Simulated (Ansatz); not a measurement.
# TlMo4F: the cost of one run

Method: DFT PBE, scalar-relativistic, plane waves, PAW, in Ansatz 0.2.0.

### 1 The structure to begin with

Symmetry: F-43m, No. 216, cubic system. Conventional cell: a = 7.515 Å, b = 7.515 Å, c = 7.515 Å, α = 90.00°, β = 90.00°, γ = 90.00°. Tl (site symmetry -43m) has 12 Mo at 3.11 Å and 4 F at 3.25 Å in its first shell of neighbours. Around Mo (site symmetry 3m) lie 6 Mo at 2.65 to 2.67 Å and 3 Tl at 3.11 Å and 3 F at 3.12 Å. Around F (site symmetry -43m) lie 12 Mo at 3.12 Å and 4 Tl at 3.25 Å.

Coordinates:

```cif
data_structure
_symmetry_space_group_name_H-M 'F-43m'
_symmetry_Int_Tables_number 216
_cell_length_a 7.5147
_cell_length_b 7.5147
_cell_length_c 7.5147
_cell_angle_alpha 90.000
_cell_angle_beta 90.000
_cell_angle_gamma 90.000
_cell_volume 424.36
loop_
_atom_site_label
_atom_site_type_symbol
_atom_site_symmetry_multiplicity
_atom_site_Wyckoff_symbol
_atom_site_fract_x
_atom_site_fract_y
_atom_site_fract_z
_atom_site_occupancy
Tl1 Tl 4 a 0.00000 0.00000 0.00000 1
Mo1 Mo 16 e 0.62540 0.12540 0.12540 1
F1 F 4 c 0.25000 0.25000 0.25000 1
```

Recipe of the guess: species swapped into a database cell of YbInCu4 (F-43m, No. 216), with F on the Yb sites, Tl on the In sites and Mo on the Cu sites. The dimensions are guesses.

### 2 The guess as it stands, on a coarse mesh

File input.yaml:

```yaml
crystal:
  lattice:
    - [0.0, 3.75734042, 3.75734042]
    - [3.75734042, 0.0, 3.75734042]
    - [3.75734042, 3.75734042, 0.0]
  atoms:
    - { symbol: Tl, position: [0.0, 0.0, 0.0] }
    - { symbol: Mo, position: [0.37459999, 0.37459999, 0.87620002], spin: 1.0 }
    - { symbol: Mo, position: [0.37459999, 0.87620002, 0.37459999], spin: 1.0 }
    - { symbol: Mo, position: [0.87620002, 0.37459999, 0.37459999], spin: 1.0 }
    - { symbol: Mo, position: [0.37459999, 0.37459999, 0.37459999], spin: -1.0 }
    - { symbol: F, position: [0.75, 0.75, 0.75] }
basis:
  ecutwfc: 420
kpoints:
  mp_grid: { grid: [4, 4, 4] }
hamiltonian:
  xc: pbe
scf:
  occupations: { method: gaussian, width: 0.1 }
  lower_state_search: "off"
output:
  forces: true
  stress: true
  eigenvalues: true
  populations: true
magnetization:
  spin_polarized: true
```

On the command line:

```console
ansatz run input.yaml --threads 1 --pin off --max-ram 2560MiB --backend cpu --events-out ev --progress --plain --runs-dir out
```

What time and memory should one allow on 1 thread of Arm Neoverse N1, shared host?

About 54 s, with a peak of 0.41 GiB.
